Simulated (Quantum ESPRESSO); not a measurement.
# AlNi3 (Pm-3m) in Quantum ESPRESSO: a series of runs

Aim: see how the results for AlNi3 move with the level of theory and the settings. Levels: PBEsol, PBE. Tasks: single point.

Program: Quantum ESPRESSO 7.5. These are calculated values, not measurements. Logs are shortened: lines on timing, memory, paths and dates and some standing lists are left out, and cuts for length are marked.

### 1 Starting point

It takes space group Pm-3m (No. 221, cubic). The conventional cell has a = 3.523 Å, b = 3.523 Å, c = 3.523 Å, α = 90.00°, β = 90.00°, γ = 90.00°. Around Ni (site symmetry 4/mmm) lie 8 Ni at 2.49 Å and 4 Al at 2.49 Å. Al (site symmetry m-3m) has 12 Ni at 2.49 Å as nearest neighbours.

The cell is a database's computed one.

### 2 Single point, PBEsol, collinear spin, ferromagnetic start

The input, pw.in:

```
&CONTROL
  calculation = 'scf'
  prefix = 'pwscf'
  outdir = './tmp'
  pseudo_dir = './pseudo'
  tprnfor = .true.
  tstress = .true.
  disk_io = 'low'
/
&SYSTEM
  ibrav = 0
  nat = 4
  ntyp = 2
  ecutwfc = 45
  ecutrho = 360
  nbnd = 42
  occupations = 'smearing'
  smearing = 'fd'
  degauss = 0.00367493
  nspin = 2
  starting_magnetization(1) = 0.0556
  starting_magnetization(2) = 0
/
&ELECTRONS
  conv_thr = 8d-10
  electron_maxstep = 120
  mixing_beta = 0.3
/
ATOMIC_SPECIES
Ni    58.6934 ni_pbesol_v1.4.uspp.F.UPF
Al    26.9815 al_pbesol_v1.uspp.F.UPF
CELL_PARAMETERS angstrom
   3.5230547267    0.0000000000    0.0000000000
   0.0000000000    3.5230547267    0.0000000000
   0.0000000000    0.0000000000    3.5230547267
ATOMIC_POSITIONS crystal
Ni     0.5000000000    0.5000000000    0.0000000000
Ni     0.5000000000    0.0000000000    0.5000000000
Ni     0.0000000000    0.5000000000    0.5000000000
Al     0.0000000000    0.0000000000    0.0000000000
K_POINTS automatic
8 8 8 0 0 0
```

The input, pp_density.in:

```
&INPUTPP
  prefix = 'pwscf'
  outdir = './tmp'
  filplot = 'density.dat'
  plot_num = 0
/
&PLOT
  nfile = 1
  filepp(1) = 'density.dat'
  iflag = 3
  output_format = 6
  fileout = 'density.cube'
/
```

The input, pp_potential.in:

```
&INPUTPP
  prefix = 'pwscf'
  outdir = './tmp'
  filplot = 'potential.dat'
  plot_num = 11
/
&PLOT
  nfile = 1
  filepp(1) = 'potential.dat'
  iflag = 3
  output_format = 6
  fileout = 'potential.cube'
/
```

The input, pp_spin.in:

```
&INPUTPP
  prefix = 'pwscf'
  outdir = './tmp'
  filplot = 'spin.dat'
  plot_num = 6
/
&PLOT
  nfile = 1
  filepp(1) = 'spin.dat'
  iflag = 3
  output_format = 6
  fileout = 'spin.cube'
/
```

Potentials or basis: GBRV 1.5 PBEsol.

On the command line:

```console
$ OMP_NUM_THREADS=1 mpirun -n 2 pw.x -nk 2 -in pw.in > pw.out
$ OMP_NUM_THREADS=1 mpirun -n 1 pp.x -in pp_density.in > pp_density.out
$ OMP_NUM_THREADS=1 mpirun -n 1 pp.x -in pp_potential.in > pp_potential.out
$ OMP_NUM_THREADS=1 mpirun -n 1 pp.x -in pp_spin.in > pp_spin.out
```

pw.out:

```text
This program is part of the open-source Quantum ESPRESSO suite
     for quantum simulation of materials; please cite
         "P. Giannozzi et al., J. Phys.:Condens. Matter 21 395502 (2009);
         "P. Giannozzi et al., J. Phys.:Condens. Matter 29 465901 (2017);
         "P. Giannozzi et al., J. Chem. Phys. 152 154105 (2020);
     in publications or presentations arising from this work. More details at

     Message from routine setup:
     using ibrav=0 with symmetry is DISCOURAGED, use correct ibrav instead

     K-points division:     npool     =       2
     Subspace diagonalization in iterative solution of the eigenvalue problem:
     a serial algorithm will be used

     G-vector sticks info
     --------------------
     sticks:   dense  smooth     PW     G-vecs:    dense   smooth      PW
     Sum        1273     641    193                34049    12053    2103

     Using Slab Decomposition

     bravais-lattice index     =            0
     lattice parameter (alat)  =       6.6576  a.u.
     unit-cell volume          =     295.0902 (a.u.)^3
     number of atoms/cell      =            4
     number of atomic types    =            2
     number of electrons       =        57.00
     number of Kohn-Sham states=           42
     kinetic-energy cutoff     =      45.0000  Ry
     charge density cutoff     =     360.0000  Ry
     scf convergence threshold =      8.0E-10
     mixing beta               =       0.3000
     number of iterations used =            8  plain     mixing
     Exchange-correlation= SLA  PW   PSX  PSC
                           (   1   4  10   8   0   0   0)

     celldm(1)=   6.657609  celldm(2)=   0.000000  celldm(3)=   0.000000
     celldm(4)=   0.000000  celldm(5)=   0.000000  celldm(6)=   0.000000

     crystal axes: (cart. coord. in units of alat)
               a(1) = (   1.000000   0.000000   0.000000 )
               a(2) = (   0.000000   1.000000   0.000000 )
               a(3) = (   0.000000   0.000000   1.000000 )

     reciprocal axes: (cart. coord. in units 2 pi/alat)
               b(1) = (  1.000000  0.000000  0.000000 )
               b(2) = (  0.000000  1.000000  0.000000 )
               b(3) = (  0.000000  0.000000  1.000000 )

     PseudoPot. # 1 for Ni read from file:
     ni_pbesol_v1.4.uspp.F.UPF
     Pseudo is Ultrasoft + core correction, Zval = 18.0
     Generated by new atomic code, or converted to UPF format
     Using radial grid of  865 points,  6 beta functions with:
                l(1) =   0
                l(2) =   0
                l(3) =   1
                l(4) =   1
                l(5) =   2
                l(6) =   2
     Q(r) pseudized with 10 coefficients,  rinner =    0.980   0.980   0.980
                                                       0.980   0.980

     PseudoPot. # 2 for Al read from file:
     al_pbesol_v1.uspp.F.UPF
     Pseudo is Ultrasoft + core correction, Zval =  3.0
     Generated by new atomic code, or converted to UPF format
     Using radial grid of  893 points,  3 beta functions with:
                l(1) =   0
                l(2) =   1
                l(3) =   2
     Q(r) pseudized with  8 coefficients,  rinner =    0.900   0.900   0.900
                                                       0.900   0.900

     atomic species   valence    mass     pseudopotential
     Ni               18.00    58.69340     Ni( 1.00)
     Al                3.00    26.98150     Al( 1.00)

     Starting magnetic structure
     atomic species   magnetization
     Ni              0.056
     Al              0.000

     48 Sym. Ops., with inversion, found

   Cartesian axes

     site n.     atom                  positions (alat units)
         1        Ni     tau(   1) = (   0.5000000   0.5000000   0.0000000  )
         2        Ni     tau(   2) = (   0.5000000   0.0000000   0.5000000  )
         3        Ni     tau(   3) = (   0.0000000   0.5000000   0.5000000  )
         4        Al     tau(   4) = (   0.0000000   0.0000000   0.0000000  )

     number of k points=    35  Fermi-Dirac smearing, width (Ry)=  0.0037
                       cart. coord. in units 2pi/alat
        k(    1) = (   0.0000000   0.0000000   0.0000000), wk =   0.0019531
        k(    2) = (   0.0000000   0.0000000   0.1250000), wk =   0.0117188
        k(    3) = (   0.0000000   0.0000000   0.2500000), wk =   0.0117188
        k(    4) = (   0.0000000   0.0000000   0.3750000), wk =   0.0117188
        k(    5) = (   0.0000000   0.0000000  -0.5000000), wk =   0.0058594
        k(    6) = (   0.0000000   0.1250000   0.1250000), wk =   0.0234375
[... 27 lines left out ...]
        k(   34) = (   0.3750000  -0.5000000  -0.5000000), wk =   0.0117188
        k(   35) = (  -0.5000000  -0.5000000  -0.5000000), wk =   0.0019531

     Dense  grid:    34049 G-vectors     FFT dimensions: (  45,  45,  45)

     Smooth grid:    12053 G-vectors     FFT dimensions: (  30,  30,  30)

     Check: negative core charge=   -0.000005
     Generating pointlists ...
     new r_m :   0.2917 (alat units)  1.9419 (a.u.) for type    1
     new r_m :   0.2917 (alat units)  1.9419 (a.u.) for type    2

     Initial potential from superposition of free atoms

     starting charge      50.9976, renormalised to      57.0000
     Starting wfcs are   43 randomized atomic wfcs

     Self-consistent Calculation

     iteration #  1     ecut=    45.00 Ry     beta= 0.30
     Davidson diagonalization with overlap
     ethr =  1.00E-02,  avg # of iterations =  6.0

     total energy              =   -1000.05389590 Ry
     estimated scf accuracy    <     138.73948519 Ry

     total magnetization       =     0.32 Bohr mag/cell
     absolute magnetization    =     0.38 Bohr mag/cell

     iteration #  2     ecut=    45.00 Ry     beta= 0.30
     Davidson diagonalization with overlap
     ethr =  1.00E-02,  avg # of iterations =  3.0

     total energy              =   -1034.12082884 Ry
     estimated scf accuracy    <      22.92808829 Ry

     total magnetization       =     0.06 Bohr mag/cell
     absolute magnetization    =     0.17 Bohr mag/cell
[... 131 lines left out ...]
     iteration # 16     ecut=    45.00 Ry     beta= 0.30
     Davidson diagonalization with overlap
     ethr =  5.50E-11,  avg # of iterations =  1.5

     total energy              =   -1036.05487881 Ry
     estimated scf accuracy    <          1.0E-09 Ry

     total magnetization       =     0.67 Bohr mag/cell
     absolute magnetization    =     0.82 Bohr mag/cell

     iteration # 17     ecut=    45.00 Ry     beta= 0.30
     Davidson diagonalization with overlap
     ethr =  1.76E-12,  avg # of iterations =  2.0

     Magnetic moment per site  (integrated on atomic sphere of radius R)
     atom   1 (R=0.292)  charge= 16.7968  magn=  0.2453
     atom   2 (R=0.292)  charge= 16.7968  magn=  0.2453
     atom   3 (R=0.292)  charge= 16.7968  magn=  0.2453
     atom   4 (R=0.292)  charge=  1.2883  magn= -0.0149

     End of self-consistent calculation

 ------ SPIN UP ------------

          k = 0.0000 0.0000 0.0000 (  1503 PWs)   bands (ev):

   -86.8388 -86.8050 -86.8050 -47.4398 -47.4398 -47.4398 -47.3614 -47.3614
   -47.3614 -47.2859 -47.2859 -47.2859   5.7995  11.5153  12.2436  12.2436
    12.6251  12.6251  12.6251  14.6364  14.6364  14.6364  15.4795  15.4795
    15.8210  16.0403  16.0403  16.0403  16.8768  16.8768  16.8768  22.7656
    22.7656  23.5487  28.3970  28.3970  28.3970  30.1790  30.1790  30.1790
    31.1817  31.1817

          k = 0.0000 0.0000 0.1250 (  1486 PWs)   bands (ev):

   -86.8377 -86.8061 -86.8050 -47.4366 -47.4366 -47.4346 -47.3622 -47.3622
   -47.3616 -47.2916 -47.2883 -47.2883   5.9956  11.5696  12.1253  12.3680
    12.6574  12.6574  12.6712  14.5251  14.5251  14.5852  15.3581  15.4811
    15.6367  15.6367  15.7480  16.0405  16.1795  17.5331  17.5331  22.7482
    23.1789  24.3260  27.4776  27.4776  27.8644  29.4087  29.5477  29.5477
    31.1734  33.2009
[... 273 lines left out ...]
   -86.8178 -86.8162 -86.8145 -47.4574 -47.4336 -47.4319 -47.4269 -47.3211
   -47.3157 -47.3140 -47.2878 -47.2837  10.1821  11.4596  11.7058  12.2260
    13.3960  13.4944  13.5364  13.9258  13.9296  14.0713  14.3443  14.8049
    14.8469  15.0892  15.2058  15.5043  15.8181  16.3577  16.4395  19.9149
    20.2699  21.1915  21.8993  31.5062  32.3498  34.0286  34.9604  36.1217
    36.3577  36.5604

          k = 0.3750-0.5000-0.5000 (  1512 PWs)   bands (ev):

   -86.8161 -86.8161 -86.8161 -47.4623 -47.4376 -47.4327 -47.4327 -47.3149
   -47.3149 -47.3101 -47.2869 -47.2806  10.2490  11.7790  11.7790  11.9903
    13.5901  13.5901  13.6637  13.9629  13.9629  13.9758  14.5183  14.9016
    14.9016  14.9785  15.1208  15.5179  15.7724  16.0763  16.0763  19.9952
    20.5198  20.5198  20.9050  32.1822  34.0437  35.3536  35.3536  36.0079
    36.1338  36.1338

          k =-0.5000-0.5000-0.5000 (  1472 PWs)   bands (ev):

   -86.8161 -86.8161 -86.8161 -47.4686 -47.4376 -47.4376 -47.4376 -47.3101
   -47.3101 -47.3101 -47.2806 -47.2806  10.2368  11.9269  11.9269  11.9269
    13.9119  13.9119  13.9119  13.9151  13.9151  13.9151  14.7061  14.7061
    14.7061  14.9633  14.9633  15.7519  15.8470  15.8470  15.8470  19.6324
    20.2053  20.2053  20.2053  34.4958  34.4958  35.9858  35.9858  35.9858
    37.6023  37.6023

 ------ SPIN DOWN ----------

          k = 0.0000 0.0000 0.0000 (  1503 PWs)   bands (ev):

   -86.5039 -86.4697 -86.4697 -47.1207 -47.1207 -47.1207 -47.0589 -47.0589
   -47.0589 -46.9373 -46.9373 -46.9373   5.7812  11.6329  12.3973  12.3973
    12.8769  12.8769  12.8769  14.8687  14.8687  14.8687  15.7100  15.7100
    16.0983  16.4105  16.4105  16.4105  16.8568  16.8568  16.8568  22.8697
    22.8697  23.6282  28.3866  28.3866  28.3866  30.1890  30.1890  30.1890
    31.2193  31.2193

          k = 0.0000 0.0000 0.1250 (  1486 PWs)   bands (ev):

   -86.5028 -86.4708 -86.4697 -47.1177 -47.1177 -47.1163 -47.0598 -47.0598
   -47.0591 -46.9422 -46.9394 -46.9394   5.9773  11.6831  12.2629  12.5246
    12.9032  12.9032  12.9263  14.7480  14.7480  14.8139  15.5756  15.7114
    15.9284  15.9284  16.0230  16.2185  16.4108  17.6032  17.6032  22.8479
    23.2632  24.3921  27.4943  27.4943  27.8630  29.4274  29.5545  29.5545
    31.2059  33.2168
[... 273 lines left out ...]
   -86.4827 -86.4810 -86.4793 -47.1321 -47.1304 -47.1278 -47.0913 -47.0169
   -47.0126 -47.0110 -46.9225 -46.9172  10.2190  11.5563  11.8301  12.4184
    13.5280  13.5518  13.6611  14.1864  14.1880  14.3422  14.4941  15.0114
    15.0506  15.3030  15.3964  15.6781  16.1502  16.6088  16.6300  20.0457
    20.4450  21.3107  22.0251  31.4855  32.3286  34.0405  34.9583  36.0977
    36.3792  36.5765

          k = 0.3750-0.5000-0.5000 (  1512 PWs)   bands (ev):

   -86.4810 -86.4810 -86.4810 -47.1363 -47.1312 -47.1312 -47.0987 -47.0118
   -47.0118 -47.0070 -46.9203 -46.9140  10.2985  11.9189  11.9189  12.1672
    13.6830  13.6848  13.6848  14.2169  14.2169  14.2455  14.6896  15.0962
    15.0962  15.1910  15.3042  15.5827  16.1035  16.3717  16.3717  20.1002
    20.6848  20.6848  21.0613  32.1581  34.0176  35.3615  35.3615  36.0109
    36.1056  36.1056

          k =-0.5000-0.5000-0.5000 (  1472 PWs)   bands (ev):

   -86.4810 -86.4810 -86.4810 -47.1362 -47.1362 -47.1362 -47.1051 -47.0070
   -47.0070 -47.0070 -46.9140 -46.9140  10.2937  12.1105  12.1105  12.1105
    13.8875  13.8875  13.8875  14.1813  14.1813  14.1813  14.9102  14.9102
    14.9102  15.1751  15.1751  15.7512  16.1789  16.1789  16.1789  19.7509
    20.3901  20.3901  20.3901  34.4699  34.4699  35.9601  35.9601  35.9601
    37.5785  37.5785

     the Fermi energy is    16.0633 ev

!    total energy              =   -1036.05487881 Ry
     estimated scf accuracy    <          7.3E-11 Ry
     smearing contrib. (-TS)   =      -0.00230022 Ry
     internal energy E=F+TS    =   -1036.05257859 Ry

     The total energy is F=E-TS. E is the sum of the following terms:
     one-electron contribution =    -686.75007786 Ry
     hartree contribution      =     377.29488196 Ry
     xc contribution           =    -110.07755779 Ry
     ewald contribution        =    -616.51982490 Ry

     total magnetization       =     0.67 Bohr mag/cell
     absolute magnetization    =     0.82 Bohr mag/cell

     convergence has been achieved in  17 iterations

     Forces acting on atoms (cartesian axes, Ry/au):

     atom    1 type  1   force =     0.00000000    0.00000000    0.00000000
     atom    2 type  1   force =     0.00000000    0.00000000    0.00000000
     atom    3 type  1   force =     0.00000000    0.00000000    0.00000000
     atom    4 type  2   force =     0.00000000    0.00000000    0.00000000

     Total force =     0.000000     Total SCF correction =     0.000000

     Computing stress (Cartesian axis) and pressure

          total   stress  (Ry/bohr**3)                   (kbar)     P=       -6.68
  -0.00004543   0.00000000   0.00000000           -6.68        0.00        0.00
   0.00000000  -0.00004543   0.00000000            0.00       -6.68        0.00
   0.00000000   0.00000000  -0.00004543            0.00        0.00       -6.68

=------------------------------------------------------------------------------=
   JOB DONE.
=------------------------------------------------------------------------------=
```

Wall time 56 s (2 MPI ranks of Arm Neoverse V2, shared host); peak memory 0.32 GiB.

Results:

* Free energy: -14096.2447 eV
* Pressure: -0.7 GPa
* Band gap on the k mesh: none (metal or under the smearing width)
* Net moment: 0.67 μB per cell
* Absolute moment: 0.82 μB per cell
* Site moments: Ni +0.25; Al -0.01 μB
* Valence electrons inside the program's atomic spheres: Ni 16.80; Al 1.29

(Part 1 of 2 ends here.)
